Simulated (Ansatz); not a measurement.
# Sn: the cost of one run

Program: Ansatz 0.2.0, driven from Python. The levels of theory stand in the script. These are calculated values, not measurements.

### Step 1. Starting point

The structure is tetragonal, space group I4_1/amd (No. 141). Conventional cell: a = 5.839 Å, b = 5.839 Å, c = 3.188 Å, α = 90.00°, β = 90.00°, γ = 90.00°. Around Sn (site symmetry -4m2) lie 6 Sn at 3.03 to 3.19 Å.

The script holds or builds the structure itself.

### Step 2. Script

sn.py reads:

```python
"""Functional comparison for Sn (totals differ with the potentials too)."""

import csv

import ansatz as az

sn = (
    az.Lattice.of((-2.919644, 2.919644, 1.5938), (2.919644, -2.919644, 1.5938), (2.919644, 2.919644, -1.5938))
    .atom("Sn", (0.0, 0.0, 0.0))
    .atom("Sn", (0.75, 0.25, 0.5))
)

calculation = sn.calculation()
calculation = calculation.kpoints(10)
calculation = calculation.occupations("cold", width=0.1)
calculation = calculation.stress()

rows = []
for value in ["rpbe", "revpbe", "blyp"]:
    data = calculation.functional(value).run(threads=1).report
    rows.append((value, data["free_energy_ev"] / len(data["lattice"]["sites"]), data["n_iterations"], sum(data["stress_gpa"][i][i] for i in range(3)) / 3, data["n_kpoints"]))

with open("xc.csv", "w", newline="") as handle:
    writer = csv.writer(handle)
    writer.writerow(["functional", "F/atom (eV)", "iterations", "P (GPa)", "k-points"])
    writer.writerows([round(v, 5) if isinstance(v, float) else v for v in row] for row in rows)
print(open("xc.csv").read())
```

### Step 3. Launch

On the command line:

```bash
$ python sn.py
```

Q: Estimate wall time and peak memory on 1 thread of Arm Neoverse V2, shared host.

About 14 s, with a peak of 0.42 GiB.
